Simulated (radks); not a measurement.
**Ni³⁺ in [Ar] 3d5 4s2: an all-electron calculation**

The task here is to estimate one member of a computed series from the others.

Method: scalar-relativistic Kohn-Sham, exchange-only r2SCAN, spin-polarised, spherical densities, finite nucleus; open shells are filled with parallel spins first. Code: radks (a radial shooting solver on a logarithmic mesh, Libxc functionals) version 1.

## Starting point

```
element            : nickel (Z = 28)
charge             : +3
electrons          : 25
configuration      : [Ar] 3d5 4s2
nuclear rms radius : 3.7757 fm
```

The outer shells:

Ni³⁺
```
[Ar] core
3d [↑ ][↑ ][↑ ][↑ ][↑ ]
4s [↑↓]
```

The first run:

Input:

```text
Z 28
configuration [Ar] 3d5 4s2 4p0 5s0
relativity scalar-relativistic
functional r2scan,
spin polarised
nucleus finite rms 3.7757 fm
c 137.035999084
```

One table of the session follows, with a row left open; its other results are not shown here.

It belongs to the step «Orbitals and density». Radial moments (bohr):

```
  level      <r>  outermost maximum (interpolated)  90 % within  nodes
1s down  0.05410                            0.0354       0.0966      0
  1s up  0.05410                            0.0354       0.0966      0
  2s up   0.2448                             0.204        0.379      1
2s down   0.2440                             0.204        0.377      1
  2p up   0.2156                             0.165        0.353      0
2p down        ?                                 ?            ?      ?
  3s up   0.7189                             0.632         1.07      2
3s down   0.7252                             0.634         1.08      2
  3p up   0.7444                             0.636         1.13      1
3p down   0.7544                             0.640         1.15      1
  3d up   0.8031                             0.596         1.32      0
3d down   0.8426                             0.608         1.40      0
  4s up    1.973                              1.77         2.86      3
4s down    2.062                              1.84         2.98      3
  4p up    2.191                              1.96         3.18      2
4p down    2.305                              2.05         3.35      2
```

Estimate the missing values for 2p down.

As computed: <r>: 0.2148; outermost maximum (interpolated): 0.165; 90 % within: 0.351; nodes: 0. In the column «<r>» it lies between 1s up (0.05410) and 2p up (0.2156).
